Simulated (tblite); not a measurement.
# C3H7F3Ge2O: the cost of one run

Programs: tblite 0.8.0 and PySCF 2.14.0, with density-fitted response routines of our own. Each step states its level of theory. These are calculated values for one molecule, in the gas phase or a continuum, unless marked as measured. Atoms count from 0, in the outputs and in this text.

**1. Starting geometry**

16 atoms, charge 0, multiplicity 1; geometry from: force field or distance geometry start.

Bonds of the start (Å): O0–C1 1.24, C1–Ge2 1.93, Ge2–C3 1.93, C3–Ge4 1.92, C1–C5 1.48, C5–F6 1.38, C5–F7 1.37, C5–F8 1.39, Ge2–H9 1.55, Ge2–H10 1.55, C3–H11 1.14, C3–H12 1.11, Ge4–H13 1.56, Ge4–H14 1.56, Ge4–H15 1.55.

**2. Relaxing the molecule with GFN2-xTB**

The job: settings as JSON, then the geometry in Å.

```
{"job": {"kind": "relax", "xc": "GFN2-xTB", "basis": "xTB"}, "charge": 0, "multiplicity": 1}
O     -1.533900    -0.852600     1.492900
C     -1.650700    -0.386000     0.347600
Ge    -0.081700    -0.563200    -0.763200
C      1.452400    -0.688500     0.395900
Ge     2.668200     0.791800     0.243400
C     -2.891800     0.259000    -0.141200
F     -3.805700     0.226600     0.890000
F     -3.408900    -0.364900    -1.248700
F     -2.627600     1.610200    -0.360800
H     -0.012900     0.653600    -1.714200
H     -0.237000    -1.871400    -1.588300
H      1.063100    -0.679400     1.463800
H      1.940100    -1.676600     0.300000
H      4.055500     0.220400    -0.200800
H      2.189800     1.884800    -0.756200
H      2.873400     1.445200     1.628400
```

Started as:

```sh
$ OMP_NUM_THREADS=1 python probes_run.py task.json out
```

This one command runs all jobs of the session in turn.

**Question.** How long does this first job take on 1 thread of Arm Neoverse V1, shared host, and how much memory does it need?

About 1.4 s, with a peak of 0.18 GiB.
